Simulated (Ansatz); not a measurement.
# AlFe: the cost of one run

Computed with Ansatz 0.2.0 (DFT LDA with spin–orbit coupling, plane waves, PAW, unless a step's input says otherwise).

## 1. Starting point

The structure is cubic, space group Pm-3m (No. 221). The conventional cell has a = 2.910 Å, b = 2.910 Å, c = 2.910 Å, α = 90.00°, β = 90.00°, γ = 90.00°. Al (site symmetry m-3m) has 8 Fe at 2.52 Å as nearest neighbours. Fe (site symmetry m-3m) has 8 Al at 2.52 Å as nearest neighbours.

As a file:

```xyz
2
Lattice="2.9100 0.0000 0.0000 0.0000 2.9100 0.0000 0.0000 0.0000 2.9100" Properties=species:S:1:pos:R:3 pbc="T T T"
Al    0.0000    0.0000    0.0000
Fe    1.4550    1.4550    1.4550
```

The cell is the deposited one, not relaxed. An earlier run on this cell at LDA, without spin–orbit coupling gave -16.21 GPa at 12.321 Å³/atom (12×12×12 mesh), no gap, moments in the atoms' spheres Fe 0.77 μB. The cell is stretched at this level.

## 2. Spin-orbit coupling, moments along [0, 0, 1]

The input, input.yaml:

```yaml
crystal:
  lattice:
    - [2.9100011415, 0.0, 0.0]
    - [0.0, 2.9100011415, 0.0]
    - [0.0, 0.0, 2.9100011415]
  atoms:
    - { symbol: Al, position: [0.0, 0.0, 0.0] }
    - { symbol: Fe, position: [0.5, 0.5, 0.5], spin: 0.84, spin_axis: [0.0, 0.0, 1.0] }
basis:
  ecutwfc: 420
  ecutrho_ratio: 4
kpoints:
  mp_grid: { grid: [12, 12, 12] }
hamiltonian:
  xc: lda
scf:
  occupations: { method: gaussian, width: 0.05 }
  lower_state_search: "off"
  convergence: { dr2_threshold: 1.0e-09 }
output:
  forces: true
  stress: true
  eigenvalues: true
  populations: true
magnetization:
  noncollinear: true
  spin_orbit: true
checkpoint:
  read: start.run
  write: ck
  compress: false
  write_wavefunctions: false
  write_every: 100000
```

start.run is the folder with the converged state of an earlier run on this cell.

The run is started by

```sh
ansatz run input.yaml --threads 4 --pin off --max-ram 9216MiB --backend cpu --events-out ev --progress --plain --runs-dir out
```

Q: Estimate wall time and peak memory on 4 threads of Intel Xeon at 2.50GHz (Skylake/Cascade Lake), shared host.

About 24 s, with a peak of 0.64 GiB.
